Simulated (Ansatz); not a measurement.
# YSi2Ir2: properties at the relaxed cell

The task here is to estimate one member of a computed series from the others.

Computed with Ansatz 0.2.0 (DFT PBEsol, scalar-relativistic, plane waves, PAW, unless a step's input says otherwise).

## The structure to begin with

The structure is tetragonal, space group P4/nmm (No. 129). Conventional cell: a = 4.091 Å, b = 4.091 Å, c = 9.771 Å, α = 90.00°, β = 90.00°, γ = 90.00°. Y (site symmetry 4mm) is surrounded by 8 Ir at 3.11 to 3.22 Å and 8 Si at 3.13 to 3.16 Å. Si (site symmetry -4m2) is surrounded by 4 Ir at 2.40 Å and 4 Y at 3.16 Å. Around Si (site symmetry 4mm) lie 5 Ir at 2.35 to 2.41 Å and 4 Y at 3.13 Å. Ir (site symmetry -4m2) is surrounded by 4 Si at 2.41 Å. Ir (site symmetry 4mm) is surrounded by 5 Si at 2.35 to 2.40 Å.

Structure file:

```cif
data_structure
_symmetry_space_group_name_H-M 'P 1'
_symmetry_Int_Tables_number 1
_cell_length_a 4.0909
_cell_length_b 4.0909
_cell_length_c 9.7712
_cell_angle_alpha 90.000
_cell_angle_beta 90.000
_cell_angle_gamma 90.000
_cell_volume 163.52
loop_
_atom_site_label
_atom_site_type_symbol
_atom_site_fract_x
_atom_site_fract_y
_atom_site_fract_z
_atom_site_occupancy
Y1 Y 0.50000 0.00000 0.25395 1
Y2 Y 0.00000 0.50000 0.74605 1
Si1 Si 0.00000 0.00000 0.50000 1
Si2 Si 0.50000 0.50000 0.50000 1
Si3 Si 0.50000 0.00000 0.86888 1
Si4 Si 0.00000 0.50000 0.13112 1
Ir1 Ir 0.00000 0.00000 0.00000 1
Ir2 Ir 0.50000 0.50000 0.00000 1
Ir3 Ir 0.50000 0.00000 0.62847 1
Ir4 Ir 0.00000 0.50000 0.37153 1
```

It is the result of an earlier relaxation at this level (volume 16.35 Å³/atom; gap on the mesh: none (metal)).

Set-up of the first run:

Input file input.yaml:

```yaml
crystal:
  lattice:
    - [4.0495596306, 0.0, 0.0]
    - [0.0, 4.0495596306, 0.0]
    - [0.0, 0.0, 9.6725105688]
  atoms:
    - { symbol: "Y", position: [0.5, 0.0, 0.2539475324] }
    - { symbol: "Y", position: [0.0, 0.5, 0.7460524676] }
    - { symbol: Si, position: [0.0, 0.0, 0.5] }
    - { symbol: Si, position: [0.5, 0.5, 0.5] }
    - { symbol: Si, position: [0.5, 0.0, 0.8688805543] }
    - { symbol: Si, position: [0.0, 0.5, 0.1311194457] }
    - { symbol: Ir, position: [0.0, 0.0, 0.0] }
    - { symbol: Ir, position: [0.5, 0.5, 0.0] }
    - { symbol: Ir, position: [0.5, 0.0, 0.628466221] }
    - { symbol: Ir, position: [0.0, 0.5, 0.371533779] }
basis:
  ecutwfc: 420
kpoints:
  mp_grid: { grid: [10, 10, 4] }
hamiltonian:
  xc: pbesol
scf:
  occupations: { method: gaussian, width: 0.1 }
output:
  forces: true
  stress: true
  eigenvalues: true
relax:
  adjacent_minimum: "off"
  f_tol: 0.01
  max_steps: 30
  cell: { stress_tol: 0.1, fix: [volume] }
```

On the command line:

```bash
> ansatz run input.yaml --threads 2 --pin off --max-ram 5120MiB --backend cpu --events-out ev --progress --plain --runs-dir out
```

Steps of the session up to this table: Point at V/V0 = 0.97; Point at V/V0 = 1.03; Point at V/V0 = 0.94; Point at V/V0 = 1.06.

One of the session's tables, all rows but one given; the rest of the session is left out.

It belongs to the step «Equation of state». 

| volume (Å³/atom) | energy above the lowest point (meV/atom) | pressure (GPa) |
| --- | --- | --- |
| 15.371 | 40.0 | 13.85 |
| 15.862 | ? | ? |
| 16.352 | 0.0 | 0.00 |
| 16.843 | 8.5 | -5.38 |
| 17.334 | 32.2 | -9.93 |

Estimate the missing values for volume (Å³/atom) = 15.862.

Worked estimate for «energy above the lowest point (meV/atom)». A straight line through the neighbours (15.371, 40.0) and (16.352, 0.0) gives 40.0 + (0.0 − 40.0) × (15.862 − 15.371) / (16.352 − 15.371) = 20.0; a parabola fitted to 3 rows on both sides gives 10.5.

As computed: energy above the lowest point (meV/atom): 9.4; pressure (GPa): 6.36. In «energy above the lowest point (meV/atom)» the line misses by +10.6 and the parabola by +1.1.
